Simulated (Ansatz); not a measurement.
# AsH3 (singlet): from Hartree-Fock to the top rungs, aug-cc-pVDZ

One table from this session's results is given with a row withheld; the runs are named, their logs left out.

Program: Ansatz 0.2.0, Gaussian basis. Level of theory: aug-cc-pVDZ, core rule «outside noble gas», up to 14 orbitals frozen. These are calculated values, not measurements.

Plan: UHF; CCSD(T) on RHF; BCCD(T) on RHF; CISD; CCSDT(Q) on RHF; CASSCF and MRCISD+Q, 8 electrons in 7 orbitals; CASSCF and NEVPT4(SD), 8 electrons in 7 orbitals; CASSCF and NEVPT2, 8 electrons in 7 orbitals.

21 further runs of the same task are left out: 7 for a known fault of the program, 5 that didn't finish, 9 set aside as unsound or not needed. Runs told in other sessions of the task aren't counted.

## The geometry

The geometry is a PBE0/def2-TZVPD stationary point (not a proven minimum) of the parent state, kept for this charge and spin. No spin-orbit coupling is included. The filled d shell of As may be among the frozen orbitals whatever the setting's name suggests.

4 atoms, charge 0, spin multiplicity 1.

Atoms are counted from 1 here; the program's logs count them from 0.

Bond lengths: As1–H2 1.553 Å, As1–H3 1.553 Å, As1–H4 1.553 Å. Angles: H2–As1–H3 94.1°, H2–As1–H4 94.1°, H3–As1–H4 94.1°.

Set-up of the first run:

Input file in.yaml:

```yaml
crystal:
  periodic: [false, false, false]
  atoms:
    - {symbol: As, position_ang: [0.000876, 0.001210, -0.032186]}
    - {symbol: H, position_ang: [1.290149, -0.018626, 0.833597]}
    - {symbol: H, position_ang: [-0.688608, 1.100075, 0.821809]}
    - {symbol: H, position_ang: [-0.666628, -1.171365, 0.737039]}
basis:
  gaussian: {orbitals: aug-cc-pVDZ}
magnetization: {spin_polarized: true, initial_magnetization: 0}
hamiltonian: {xc: hf}
output: {orbitals: {seedname: orbitals}}
```

Launch:

```console
$ ansatz run in.yaml --threads 1 --pin off --events-out ev --progress --plain --max-ram 2393MiB
```

Steps of the session up to this table: UHF; CCSD(T) on RHF; BCCD(T) on RHF; CISD; CCSDT(Q) on RHF; CASSCF and MRCISD+Q, 8 electrons in 7 orbitals; CASSCF and NEVPT4(SD), 8 electrons in 7 orbitals; CASSCF and NEVPT2, 8 electrons in 7 orbitals.

One table of the session follows, with a row left open; its other results are not shown here.

| method | from RCCSDT(Q) (kcal/mol) |
| --- | --- |
| RHF | +103.70 |
| RMP2 | ? |
| CISD | +8.68 |
| RCCSD | +3.25 |
| RCCSD(T) | +0.56 |
| BCCD(T) | +0.56 |
| RCCSDT | +0.11 |
| RCCSDT(Q) | 0 |
| CASSCF valence | +70.28 |
| NEVPT2 valence | +18.24 |
| NEVPT4(SD) valence | +2.26 |
| MRCISD valence | +3.95 |
| MRCISD+Q valence | +0.09 |

**Question.** Estimate the row for RMP2.

The run gave: from RCCSDT(Q) (kcal/mol): +21.36. In the column «from RCCSDT(Q) (kcal/mol)» it lies between NEVPT2 valence (+18.24) and CASSCF valence (+70.28).
